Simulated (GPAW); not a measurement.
**BSiH4Br (SMILES B[SiH2]Br): a first try and a second**

Wanted: the charge distribution of BSiH4Br, RPBE/dzp (scalar-relativistic datasets).

Program for the calculation: GPAW 26.7.0.

3 further runs of the same task are left out: 2 that didn't finish, 1 set aside as unsound or not needed.

## (1) Starting point

BSiH4Br: 7 atoms, total charge 0, spin state singlet. As SMILES, `B[SiH2]Br`. The coordinates come from a GFN2-xTB relaxation.

Bond lengths: B1–Si2 1.947 Å, Si2–Br3 2.244 Å, B1–H4 1.169 Å, B1–H5 1.169 Å, Si2–H6 1.467 Å, Si2–H7 1.467 Å. Angles: B1–Si2–Br3 112.1°, B1–Si2–H6 116.9°, B1–Si2–H7 116.8°, Br3–Si2–H6 101.0°, Br3–Si2–H7 101.1°, Si2–B1–H4 122.8°, Si2–B1–H5 119.8°, H6–Si2–H7 106.8°, H4–B1–H5 117.4°.

## (2) The input as first written

Contents of calc.py:

```python
import numpy as np
from ase import Atoms
from ase.units import Debye
from gpaw import GPAW

# Structure
atoms = Atoms(['B', 'Si', 'Br', 'H', 'H', 'H', 'H'],
    positions=[[ -1.011410,   0.140230,  -0.730440],
               [  0.583910,   0.120940,   0.384960],
               [  1.079920,  -1.943720,   1.112090],
               [ -1.611260,  -0.827540,  -0.993180],
               [ -1.402840,   1.151900,  -1.167380],
               [  0.516480,   0.855200,   1.652850],
               [  1.845200,   0.502990,  -0.258910]])
atoms.center(vacuum=4.5)

# DFT calculator
dft = GPAW(mode='lcao', maxiter=66, xc='RPBE', basis='dzp', nbands=8, h=0.2, txt='-')
atoms.calc = dft

energy = atoms.get_potential_energy()
print(f'Energy: {energy:.5f} eV')
forces = atoms.get_forces()
print('Forces (eV/Ang)')
for symbol, f in zip(atoms.symbols, forces):
    print(f'{symbol:2} {f[0]:9.4f} {f[1]:9.4f} {f[2]:9.4f}')
dipole = atoms.get_dipole_moment() / Debye
print(f'Dipole                  {np.linalg.norm(dipole):.3f} D')
homo, lumo = dft.get_homo_lumo()
print(f'HOMO = {homo:.3f} eV')
print(f'LUMO = {lumo:.3f} eV')
print(f'Gap = {lumo - homo:.3f} eV')
```

Run with:

```bash
$ python3 -u calc.py | tee calc.out
```

The log of the run:

```text
__  _  _
 | _ |_)|_||  |
 |__||  | ||/\| - 26.7.0

units:  Angstrom and eV
cores:  1
OpenMP: False

Versions:
  Python: 3.12.14
  ASE:    3.29.0
  Numpy:  2.5.5
  Scipy:  1.18.1
  Libxc:  7.0.0

Input parameters:
  mode=LCAO(),
  basis={'default': 'dzp'},
  h=0.2,
  maxiter=66,
  nbands=8,
  xc=XC(name='RPBE')
ValueError: Too few bands!  Electrons: 18.0, bands: 8
```

It took 2.3 s on 1 thread of Intel Xeon at 2.50GHz (Skylake/Cascade Lake), shared host; peak memory 0.1 GiB.

## (3) Reading the log

The input was rejected.

The log says `ValueError: Too few bands!  Electrons: 18.0, bands: 8`. The fault: too few bands are asked for. To mend it: number of bands at its default in place of 8.

## (4) The mended input

Contents of sp.py:

```python
import numpy as np
from ase import Atoms
from ase.units import Debye
from gpaw import GPAW

# Atomic positions
molecule = Atoms(['B', 'Si', 'Br', 'H', 'H', 'H', 'H'],
    positions=[[ -1.011410,   0.140230,  -0.730440],
               [  0.583910,   0.120940,   0.384960],
               [  1.079920,  -1.943720,   1.112090],
               [ -1.611260,  -0.827540,  -0.993180],
               [ -1.402840,   1.151900,  -1.167380],
               [  0.516480,   0.855200,   1.652850],
               [  1.845200,   0.502990,  -0.258910]])
molecule.center(vacuum=4.5)

# DFT calculator
calc = GPAW(mode='lcao', maxiter=100, basis='dzp', h=0.2, xc='RPBE', txt='-')
molecule.calc = calc

energy = molecule.get_potential_energy()
print(f'Energy                  {energy:.5f} eV')
forces = molecule.get_forces()
print('Forces (eV/Ang)')
for symbol, f in zip(molecule.symbols, forces):
    print(f'{symbol:2} {f[0]:9.4f} {f[1]:9.4f} {f[2]:9.4f}')
dipole = molecule.get_dipole_moment() / Debye
print(f'Dipole                  {np.linalg.norm(dipole):.3f} D')
homo, lumo = calc.get_homo_lumo()
print(f'HOMO = {homo:.3f} eV')
print(f'LUMO: {lumo:.3f} eV')
print(f'Gap                     {lumo - homo:.3f} eV')
```

Run with:

```bash
$ python sp.py > sp.log
```

The log of the run:

```text
[...]
Number of symmetries: 1
[...]
  Number of IBZ points: 1
[...]
basis functions: 59
Spin-components: 1 (collinear spins)
Bands:           15
[...]
  Valence electrons: 18.0
[...]
  Grid points: [64 60 60]
  Charge: 0.0  # |e|
[...]
    cutoffs:
[...]
occupation numbers:
  # Zero width
[...]
xc functional:
  name: RPBE with 2 nearest neighbor stencil
[...]
|iter     |     time |      energy | eigst |  dens |
[...]
|iter:   1| 00:00:15 |  -26.157599 |      c|       |
[...]
|iter:   9| 00:00:31 |  -24.844571c|      c| -4.49c|
Converged in 9 steps
[...]
Energy contributions relative to reference atoms: (reference = -79520.158310)
Energy contributions:
  Kinetic:          38.808919
  Coulomb:         -37.907863
  Zero:             -0.005915
  External:          0.000000
  Xc:              -25.739711
  Entropy:           0.000000
  Spinorbit:         0.000000
  ----------------------------
  Free energy:     -24.844571
  Extrapolated:    -24.844571
dipole moment: (-0.171666, 0.292507, -0.174233)  # |e|*Ang
Fermi level: -5.071
Eigenvalues  # (at kpt = [0.000, 0.000, 0.000])
| band index |      eig [eV] | occ [0-2] |
|------------|---------------|-----------|
|          0 |       -19.257 |     2.000 |
|          1 |       -14.040 |     2.000 |
|          2 |       -12.086 |     2.000 |
|          3 |        -9.277 |     2.000 |
|          4 |        -9.040 |     2.000 |
|          5 |        -8.269 |     2.000 |
|          6 |        -8.081 |     2.000 |
|          7 |        -6.391 |     2.000 |
|          8 |        -6.339 |     2.000 |
|          9 |        -3.804 |     0.000 |
|         10 |        -0.665 |     0.000 |
|         11 |         1.375 |     0.000 |
[...]
Gap: 2.535 eV
Transition (v -> c):
[...]
Forces (eV/Ang)
B     0.1920    0.1827    0.0994
Si    0.7813   -0.8691    0.7120
Br    0.0370   -0.6624    0.1606
H    -0.6915   -1.2182   -0.2914
H    -0.5066    1.3110   -0.5690
H    -0.2914    0.7441    0.5212
H     0.4930    0.5327   -0.6171
Dipole                  1.831 D
HOMO = -6.339 eV
LUMO: -3.804 eV
Gap                     2.535 eV
```

It took 34 s on 1 thread of Intel Xeon at 2.50GHz (Skylake/Cascade Lake), shared host; peak memory 0.57 GiB.

## (5) Summary of results

Level: RPBE/dzp (scalar-relativistic datasets).

| quantity | value |
| --- | --- |
| energy as printed (from the program's reference atoms) | -24.8446 eV |
| dipole moment | 1.83 D |
| HOMO energy | -6.34 eV |
| LUMO energy | -3.80 eV |
| HOMO–LUMO gap | 2.53 eV |
